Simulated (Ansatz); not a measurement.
# MoS2: the cost of one run

Computed with Ansatz 0.2.0 (DFT LDA, scalar-relativistic, plane waves, PAW, unless a step's input says otherwise).

**1. The structure to begin with**

It takes space group P6_3/mmc (No. 194, hexagonal). The conventional cell has a = 3.169 Å, b = 3.169 Å, c = 12.324 Å, α = 90.00°, β = 90.00°, γ = 120.00°. Mo (site symmetry -6m2) is surrounded by 6 S at 2.41 Å. Around S (site symmetry 3m) lie 3 Mo at 2.41 Å.

Coordinates:

```cif
data_structure
_symmetry_space_group_name_H-M 'P6_3/mmc'
_symmetry_Int_Tables_number 194
_cell_length_a 3.1690
_cell_length_b 3.1690
_cell_length_c 12.3240
_cell_angle_alpha 90.000
_cell_angle_beta 90.000
_cell_angle_gamma 120.000
_cell_volume 107.18
loop_
_atom_site_label
_atom_site_type_symbol
_atom_site_symmetry_multiplicity
_atom_site_Wyckoff_symbol
_atom_site_fract_x
_atom_site_fract_y
_atom_site_fract_z
_atom_site_occupancy
Mo1 Mo 2 c 0.33333 0.66667 0.25000 1
S1 S 4 f 0.33333 0.66667 0.62300 1
```

The structure rests on an entry of the Crystallography Open Database; cell or positions may have been set otherwise for this series.

**2. Relaxing the atoms: MoS2, no spin**

input.yaml reads:

```yaml
crystal:
  lattice:
    - [3.169, 0.0, 0.0]
    - [-1.5845, 2.7444345046, 0.0]
    - [0.0, 0.0, 12.324]
  atoms:
    - { symbol: Mo, position: [0.3333333333, 0.6666666667, 0.25] }
    - { symbol: Mo, position: [0.6666666667, 0.3333333333, 0.75] }
    - { symbol: S, position: [0.3333333333, 0.6666666667, 0.623] }
    - { symbol: S, position: [0.6666666667, 0.3333333333, 0.123] }
    - { symbol: S, position: [0.3333333333, 0.6666666667, 0.877] }
    - { symbol: S, position: [0.6666666667, 0.3333333333, 0.377] }
scf:
  occupations: { method: fixed }
output:
  forces: true
  stress: true
  eigenvalues: true
  write_density: true
  write_potential: true
  elf: true
  volumetric_format: npy
kpoints:
  mp_grid: { grid: [10, 10, 3] }
hamiltonian:
  xc: lda
relax:
  f_tol: 0.003
  max_steps: 60
```

Run with:

```console
> ansatz run input.yaml --threads 8 --pin off --max-ram 32768MiB --backend cpu --events-out ev --progress --plain --runs-dir out
```

**Question.** How long does this run take on 8 threads of Intel Xeon Platinum 8375C at 2.90GHz (Ice Lake), shared host, and how much memory does it need?

About 2.7 s, with a peak of 0.57 GiB.
